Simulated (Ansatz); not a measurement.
**GdN (rocksalt): a single-point run**

Wanted: a converged single-point run for GdN (rocksalt), and a check of what comes out. The structure is shown as the input types it.

Program: Ansatz 0.2.0. Level of theory: DFT PBE+U, scalar-relativistic, plane waves, PAW. These are calculated values, not measurements.

1 further run of the same task is left out (set aside as unsound or not needed).

## (1) The starting structure

The structure is cubic, space group Fm-3m (No. 225). The conventional cell has a = 4.999 Å, b = 4.999 Å, c = 4.999 Å, α = 90.00°, β = 90.00°, γ = 90.00°. Around Gd (site symmetry m-3m) lie 6 N at 2.50 Å. N (site symmetry m-3m) is surrounded by 6 Gd at 2.50 Å.

Coordinates:

```
CELL_PARAMETERS angstrom
0.00000 2.49950 2.49950
2.49950 0.00000 2.49950
2.49950 2.49950 0.00000
ATOMIC_POSITIONS crystal
Gd 0.50000 0.50000 0.50000
N 0.00000 0.00000 0.00000
```

## (2) Running it

input.yaml

```yaml
crystal:
  lattice:
    - [0.0, 2.4994985661, 2.4994985661]
    - [2.4994985661, 0.0, 2.4994985661]
    - [2.4994985661, 2.4994985661, 0.0]
  atoms:
    - { symbol: Gd, position: [0.5, 0.5, 0.5], spin: 7.0 }
    - { symbol: "N", position: [0.0, 0.0, 0.0] }
basis:
  ecutwfc: 420
  ecutrho_ratio: 4
kpoints:
  mp_grid: { grid: [8, 8, 8] }
hamiltonian:
  xc: pbe
  hubbard: { sites: [{ species: Gd, l: f, u_eff: 6.0 }] }
scf:
  occupations: { method: gaussian, width: 0.05 }
  convergence: { dr2_threshold: 0.0 }
  max_iter: 100
output:
  forces: true
  stress: true
magnetization:
  spin_polarized: true
```

Started as:

```
$ ansatz run input.yaml --threads 4 --pin off --max-ram 6144MiB --backend cpu --events-out ev --progress --plain --runs-dir out
```

**Question.** How will this run end, and is anything wrong with its input?

The program refused the input before any cycle. The line that matters: «invalid value for `scf.convergence.dr2_threshold`: must be finite and > 0; got 0 eV»

The suspect setting: scf.convergence.dr2_threshold is 0.0. The number typed is not permitted for that setting.

What to do: delete scf.convergence.dr2_threshold (the default then holds).
